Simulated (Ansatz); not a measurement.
# Ti4Al4Ru: the cost of one run

Program: Ansatz 0.2.0. Level of theory: DFT PBEsol, scalar-relativistic, plane waves, PAW. These are calculated values, not measurements.

4 further runs of the same task are left out: 4 set aside as unsound or not needed.

### 1 Starting point

The structure is orthorhombic, space group Pmm2 (No. 25). The conventional cell has a = 3.953 Å, b = 4.039 Å, c = 22.929 Å, α = 90.00°, β = 90.00°, γ = 90.00°. Around Ti (site symmetry mm2) lie 2 Ti at 2.80 Å and 6 Al at 2.83 Å. Around Al (site symmetry mm2) lie 2 Al at 2.80 Å and 6 Ti at 2.83 Å. Ti (site symmetry mm2) is surrounded by 4 Ti at 2.78 to 2.80 Å and 8 Al at 2.83 to 2.84 Å. Al (site symmetry mm2) is surrounded by 4 Al at 2.80 to 2.81 Å and 8 Ti at 2.81 to 2.83 Å. Ti (site symmetry mm2) is surrounded by 4 Ti at 2.75 to 2.78 Å and 8 Al at 2.81 to 2.83 Å. Around Al (site symmetry mm2) lie 8 Ti at 2.75 to 2.84 Å and 4 Al at 2.76 to 2.81 Å. Ti (site symmetry mm2) has 2 Ti at 2.75 Å and 6 Al at 2.75 to 2.83 Å as nearest neighbours. Al (site symmetry mm2) has 2 Al at 2.76 Å and 6 Ti at 2.82 to 2.83 Å as nearest neighbours.

Structure file:

```cif
data_structure
_symmetry_space_group_name_H-M 'Pmm2'
_symmetry_Int_Tables_number 25
_cell_length_a 3.9530
_cell_length_b 4.0387
_cell_length_c 22.9294
_cell_angle_alpha 90.000
_cell_angle_beta 90.000
_cell_angle_gamma 90.000
_cell_volume 366.07
loop_
_atom_site_label
_atom_site_type_symbol
_atom_site_symmetry_multiplicity
_atom_site_Wyckoff_symbol
_atom_site_fract_x
_atom_site_fract_y
_atom_site_fract_z
_atom_site_occupancy
Ti1 Ti 1 c 0.50000 0.00000 0.37070 1
Al1 Al 1 b 0.00000 0.50000 0.37070 1
Ti2 Ti 1 a 0.00000 0.00000 0.45690 1
Al2 Al 1 d 0.50000 0.50000 0.45690 1
Ti3 Ti 1 c 0.50000 0.00000 0.54242 1
Al3 Al 1 b 0.00000 0.50000 0.54417 1
Ti4 Ti 1 a 0.00000 0.00000 0.62574 1
Al4 Al 1 d 0.50000 0.50000 0.62844 1
```

Planes are indexed in the bulk's conventional cell (P4/mmm (No. 123)), a = 2.795 Å, b = 2.795 Å, c = 4.039 Å, α = 90.00°, β = 90.00°, γ = 90.00°.

This (110) slab, 5.9 Å thick as cut, with 17 Å of vacuum; its outer planes are TiAl (top) and TiAl (bottom), was relaxed beforehand with its lower half held: -11993.3776 eV, work function 4.12 eV (top face), 4.09 eV (bottom face).

### 2 Ru put at a top (Al) site

With the adsorbate the run is spin-polarised.

Input file input.yaml:

```yaml
crystal:
  lattice:
    - [3.952951199, 0.0, 0.0]
    - [0.0, 4.038740475, 0.0]
    - [0.0, 0.0, 24.9294267985]
  atoms:
    - { symbol: Ti, position: [0.5, 0.0, 0.3409625126] }
    - { symbol: Al, position: [0.0, 0.5, 0.3409625126] }
    - { symbol: Ti, position: [0.0, 0.0, 0.4202453463] }
    - { symbol: Al, position: [0.5, 0.5, 0.4202453463] }
    - { symbol: Ti, position: [0.5, 0.0, 0.4989077285] }
    - { symbol: Al, position: [0.0, 0.5, 0.5005150153] }
    - { symbol: Ti, position: [0.0, 0.0, 0.5755352557] }
    - { symbol: Al, position: [0.5, 0.5, 0.5780257635] }
    - { symbol: Ru, position: [0.5, 0.5, 0.6855292381], spin: 4.0 }
basis:
  ecutwfc: 420
kpoints:
  mp_grid: { grid: [7, 7, 1] }
hamiltonian:
  xc: pbesol
scf:
  occupations: { method: gaussian, width: 0.1 }
output:
  forces: true
  eigenvalues: true
  populations: true
magnetization:
  spin_polarized: true
relax:
  adjacent_minimum: "off"
  f_tol: 0.03
  max_steps: 70
  constraints: [{ sites: [0, 1, 2, 3] }]
efield:
  axis: 3
  dipole_correction: true
  ramp_width: 0.04
```

Run with:

```
$ ansatz run input.yaml --threads 1 --pin off --max-ram 2560MiB --backend cpu --events-out ev --progress --plain --runs-dir out
```

**Question.** How long does this run take on 1 thread of Intel Xeon at 2.70GHz, shared host, and how much memory does it need?

About 30 min, with a peak of 0.92 GiB.
